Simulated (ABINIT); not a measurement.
Crystal: TaF3.

```
Ta F
1.0
     3.90120    0.00000    0.00000
     0.00000    3.90120    0.00000
     0.00000    0.00000    3.90120
Ta F
1 3
Cartesian
  0.0000 0.0000 0.0000
  0.0000 0.0000 1.9506
  0.0000 1.9506 0.0000
  1.9506 0.0000 0.0000
```

| Item | Value |
| --- | --- |
| Program | ABINIT 10.8.3 (patched build) |
| Task | relaxation of cell and atoms |
| Functional | LDA |
| Potentials or basis | PseudoDojo NC SR LDA v0.4.1 standard |
| Cutoff | 1143 eV |
| k mesh | 5 × 5 × 5 |
| Occupations | fermi-dirac, width 0.05 eV |
| Spin | no spin polarisation |

At the start: pressure 13.2 GPa; volume 14.84 Å³/atom.

Question: Where does the relaxation end?

Answer: Over 5 steps the energy falls by 50.8 meV/atom and the volume is 16.17 Å³/atom (+8.9 %); space group Pm-3m (No. 221, to 0.05 Å).

Step by step:
```tsv
step	energy change (eV)	largest force (eV/Å)	pressure (GPa)	volume (Å³)
1	0.0000	0.0000	13.22	59.37
2	-0.1477	0.0000	6.44	61.81
3	-0.2025	0.0000	0.59	64.38
4	-0.2030	0.0000	0.03	64.66
5	-0.2030	0.0000	0.00	64.67
```

Final structure:
```cif
data_structure
_symmetry_space_group_name_H-M 'P 1'
_symmetry_Int_Tables_number 1
_cell_length_a 4.0140
_cell_length_b 4.0140
_cell_length_c 4.0140
_cell_angle_alpha 90.000
_cell_angle_beta 90.000
_cell_angle_gamma 90.000
_cell_volume 64.67
loop_
_atom_site_label
_atom_site_type_symbol
_atom_site_fract_x
_atom_site_fract_y
_atom_site_fract_z
_atom_site_occupancy
Ta1 Ta 0.00000 0.00000 0.00000 1
F1 F 0.00000 0.00000 0.50000 1
F2 F 0.00000 0.50000 0.00000 1
F3 F 0.50000 0.00000 0.00000 1
```
